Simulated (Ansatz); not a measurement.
# CH3O3Re: small, medium and large basis sets

An exercise on one series of results from a longer session: the logs are not shown, and one member is left open.

Method: one geometry, several basis sets; program: Ansatz 0.2.0, Gaussian basis.

The runs, in order: PBE0-D4/def2-SVP; ωB97M-V/def2-SVP; PBE0-D4/def2-QZVPP; ωB97M-V/def2-QZVPP; the functionals' def2-TZVPP values are taken from earlier runs.

### The relaxed structure

All runs share one geometry, relaxed beforehand with PBE0-D4 in a triple-zeta def2 set. Re takes the def2 core potential; no spin-orbit term is included.

8 atoms, charge 0, spin multiplicity 1.

Atoms are counted from 1 here; the program's logs count them from 0.

Bond lengths: C1–Re2 2.074 Å, C1–H6 1.092 Å, C1–H7 1.092 Å, C1–H8 1.092 Å, Re2–O3 1.695 Å, Re2–O4 1.695 Å, Re2–O5 1.695 Å. Angles: Re2–C1–H6 109.1°, Re2–C1–H7 109.1°, Re2–C1–H8 109.1°, H6–C1–H7 109.9°, H6–C1–H8 109.9°, H7–C1–H8 109.9°, C1–Re2–O3 105.9°, C1–Re2–O4 105.9°, C1–Re2–O5 105.9°, O3–Re2–O4 112.8°, O3–Re2–O5 112.8°, O4–Re2–O5 112.8°.

The first run:

in.yaml

```yaml
crystal:
  periodic: [false, false, false]
  atoms:
    - {symbol: C, position_ang: [-0.854917, -0.091610, 0.649838]}
    - {symbol: Re, position_ang: [0.790258, 0.084686, -0.600693]}
    - {symbol: O, position_ang: [1.995684, -0.897311, 0.075540]}
    - {symbol: O, position_ang: [0.277839, -0.459021, -2.122689]}
    - {symbol: O, position_ang: [1.203835, 1.728947, -0.596048]}
    - {symbol: H, position_ang: [-1.165746, -1.137524, 0.684431]}
    - {symbol: H, position_ang: [-0.579878, 0.247363, 1.650437]}
    - {symbol: H, position_ang: [-1.667075, 0.524460, 0.259194]}
basis:
  gaussian: {orbitals: def2-SVP}
hamiltonian: {xc: pbe0, dispersion: d4}
output: {orbitals: {seedname: orbitals}}
```

The run is started by

```bash
ansatz run in.yaml --threads 2 --pin off --events-out ev --progress --plain --max-ram 22528MiB --backend cpu
```

Steps of the session up to this table: PBE0-D4 in def2-SVP; ωB97M-V in def2-SVP; PBE0-D4 in def2-QZVPP; ωB97M-V in def2-QZVPP.

One table of the session follows, with a row left open; its other results are not shown here.

It belongs to the step «Density functionals: the series». 

| functional | basis | HOMO (eV) | LUMO (eV) |
| --- | --- | --- | --- |
| PBE0-D4 | def2-SVP | -9.74 | -2.89 |
| PBE0-D4 | def2-TZVPP | -9.69 | -2.85 |
| PBE0-D4 | def2-QZVPP | ? | ? |
| ωB97M-V | def2-SVP | -12.10 | -0.69 |
| ωB97M-V | def2-TZVPP | -12.05 | -0.66 |
| ωB97M-V | def2-QZVPP | -12.08 | -0.70 |

Q: Estimate the row for PBE0-D4, def2-QZVPP from the others.

**Answer.** HOMO (eV): -9.71; LUMO (eV): -2.88. In the column «HOMO (eV)» it lies between PBE0-D4, def2-SVP (-9.74) and PBE0-D4, def2-TZVPP (-9.69).
